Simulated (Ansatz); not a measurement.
**ZrSiH₃ (quartet): wave-function methods side by side, def2-SVP**

One table from this session's results is given with a row withheld; the runs are named, their logs left out.

Computed with Ansatz 0.2.0, Gaussian basis. Level: def2-SVP, core rule «outside noble gas», up to 9 orbitals frozen.

To be run: UHF; CCSD(T) on ROHF; CCSD(T) on UHF; CISD; CCSDT(Q) on ROHF; CCSDT(Q) on UHF.

23 further runs of the same task are left out: 9 that didn't finish, 14 set aside as unsound or not needed.

## The system

The geometry is a PBE0/def2-TZVP stationary point (not a proven minimum) of the parent state, kept for this charge and spin. No spin-orbit coupling is included. Elements past krypton take def2 core potentials.

5 atoms, charge 0, spin multiplicity 4.

Atoms are counted from 1 here; the program's logs count them from 0.

Bond lengths: Zr1–Si2 2.696 Å, Si2–H3 1.502 Å, Si2–H4 1.499 Å, Si2–H5 1.499 Å. Angles: Zr1–Si2–H3 108.5°, Zr1–Si2–H4 115.3°, Zr1–Si2–H5 115.3°, H3–Si2–H4 105.6°, H3–Si2–H5 105.6°, H4–Si2–H5 105.6°.

The first run:

File in.yaml:

```yaml
crystal:
  periodic: [false, false, false]
  atoms:
    - {symbol: Zr, position_ang: [0.000228, 0.000000, 0.700135]}
    - {symbol: Si, position_ang: [0.003895, 0.000000, -1.996032]}
    - {symbol: H, position_ang: [-1.420000, 0.000000, -2.475091]}
    - {symbol: H, position_ang: [0.645437, 1.194272, -2.636447]}
    - {symbol: H, position_ang: [0.645437, -1.194272, -2.636447]}
basis:
  gaussian: {orbitals: def2-SVP}
magnetization: {spin_polarized: true, initial_magnetization: 3}
hamiltonian: {xc: hf}
output: {orbitals: {seedname: orbitals}}
```

Command:

```sh
$ ansatz run in.yaml --threads 1 --pin off --events-out ev --progress --plain --max-ram 2393MiB
```

Among the steps run: UHF; CCSD(T) on ROHF; CCSD(T) on UHF; CISD; CCSDT(Q) on ROHF; CCSDT(Q) on UHF.

One table of the session follows, with a row left open; its other results are not shown here.

It belongs to the step «Misses and costs». 

| method | from RCCSDT(Q) (kJ/mol) |
| --- | --- |
| ROHF | +480.9 |
| UHF | +470.1 |
| RMP2 | +109.4 |
| UMP2 | +100.6 |
| CISD | ? |
| RCCSD | +17.7 |
| UCCSD | +9.7 |
| RCCSD(T) | +4.4 |
| UCCSD(T) | -3.5 |
| RCCSDT | +0.7 |
| UCCSDT | -6.9 |
| RCCSDT(Q) | 0 |
| UCCSDT(Q) | -7.6 |

Q: Estimate the row for CISD from the others.

As computed: from RCCSDT(Q) (kJ/mol): +52.6. In the column «from RCCSDT(Q) (kJ/mol)» it lies between RCCSD (+17.7) and UMP2 (+100.6).

To keep in mind: Restricted and unrestricted rows rest on different reference determinants; where their highest levels disagree by more than a few hundredths of an eV, they describe different states and don't form one ladder.
